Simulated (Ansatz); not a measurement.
**C₃H₈OSi: a ladder of functionals and wavefunction methods**

One table from this session's results is given with a row withheld; the runs are named, their logs left out.

The runs use Ansatz 0.2.0, Gaussian basis; functionals in def2-TZVPP, the program's frozen cores in correlated methods.

Levels to be run: PBE-D4, r2SCAN-D4, PBE0-D4, B3LYP-D4, ωB97X-V, ωB97M-V, B2PLYP; CCSD(T)/def2-TZVPP; MP2/def2-QZVPP; extrapolation to the limit.

### The geometry

All runs share one geometry, relaxed beforehand with PBE0-D4 in a triple-zeta def2 set.

13 atoms, charge 0, spin multiplicity 1.

Atoms are counted from 1 here; the program's logs count them from 0.

Bond lengths: C1–C2 1.505 Å, C1–H6 1.093 Å, C1–H7 1.092 Å, C1–H8 1.094 Å, C2–O3 1.451 Å, C2–Si5 1.899 Å, C2–H9 1.100 Å, O3–C4 1.442 Å, C4–Si5 1.890 Å, C4–H10 1.092 Å, C4–H11 1.097 Å, Si5–H12 1.490 Å, Si5–H13 1.489 Å. Angles: C2–C1–H6 110.3°, C2–C1–H7 111.4°, C2–C1–H8 110.6°, H6–C1–H7 108.4°, H6–C1–H8 108.0°, H7–C1–H8 108.1°, C1–C2–O3 111.0°, C1–C2–Si5 122.7°, C1–C2–H9 110.0°, O3–C2–Si5 89.0°, O3–C2–H9 109.2°, Si5–C2–H9 112.6°, C2–O3–C4 104.0°, O3–C4–Si5 89.7°, O3–C4–H10 110.4°, O3–C4–H11 111.3°, Si5–C4–H10 119.8°, Si5–C4–H11 115.5° and more.

The first run:

in.yaml

```yaml
crystal:
  periodic: [false, false, false]
  atoms:
    - {symbol: C, position_ang: [-1.592281, 0.840288, 0.397831]}
    - {symbol: C, position_ang: [-0.491392, -0.184780, 0.453015]}
    - {symbol: O, position_ang: [-0.413706, -0.931990, -0.788559]}
    - {symbol: C, position_ang: [1.001759, -1.087953, -1.013862]}
    - {symbol: Si, position_ang: [1.342640, 0.268490, 0.257417]}
    - {symbol: H, position_ang: [-1.661654, 1.372704, 1.350149]}
    - {symbol: H, position_ang: [-1.416701, 1.571402, -0.394350]}
    - {symbol: H, position_ang: [-2.556032, 0.358992, 0.208344]}
    - {symbol: H, position_ang: [-0.668065, -0.882371, 1.284431]}
    - {symbol: H, position_ang: [1.240450, -0.918424, -2.065788]}
    - {symbol: H, position_ang: [1.341332, -2.092701, -0.734401]}
    - {symbol: H, position_ang: [2.305174, 0.027861, 1.368781]}
    - {symbol: H, position_ang: [1.588775, 1.623686, -0.308210]}
basis:
  gaussian: {orbitals: def2-TZVPP}
hamiltonian: {xc: pbe, dispersion: d4}
output: {forces: true, orbitals: {seedname: orbitals}}
```

Launch:

```bash
$ ansatz run in.yaml --threads 4 --pin off --events-out ev --progress --plain --max-ram 10444MiB
```

Among the steps run: PBE-D4 (GGA); r2SCAN-D4 (meta-GGA); PBE0-D4 (hybrid); B3LYP-D4 (hybrid); ωB97X-V (range-separated); ωB97M-V (range-separated); B2PLYP (double hybrid); CCSD(T) in def2-TZVPP; MP2 in def2-QZVPP.

One table of the session follows, with a row left open; its other results are not shown here.

| method | atomisation energy (kJ/mol) |
| --- | --- |
| PBE-D4 | 4946.7 |
| r2SCAN-D4 | ? |
| PBE0-D4 | 4870.9 |
| B3LYP-D4 | 4850.3 |
| ωB97X-V | 4875.8 |
| ωB97M-V | 4870.6 |
| B2PLYP | 4798.4 |
| HF/def2-TZVPP | 3543.1 |
| MP2/def2-TZVPP | 4793.5 |
| CCSD/def2-TZVPP | 4666.1 |
| CCSD(T)/def2-TZVPP | 4734.3 |
| MP2/CBS | 4913.2 |
| CCSD(T)/CBS | 4854.0 |

**Question.** Estimate the row for r2SCAN-D4.

The run gave: atomisation energy (kJ/mol): 4865.8. In the column «atomisation energy (kJ/mol)» it lies between CCSD(T)/CBS (4854.0) and ωB97M-V (4870.6).
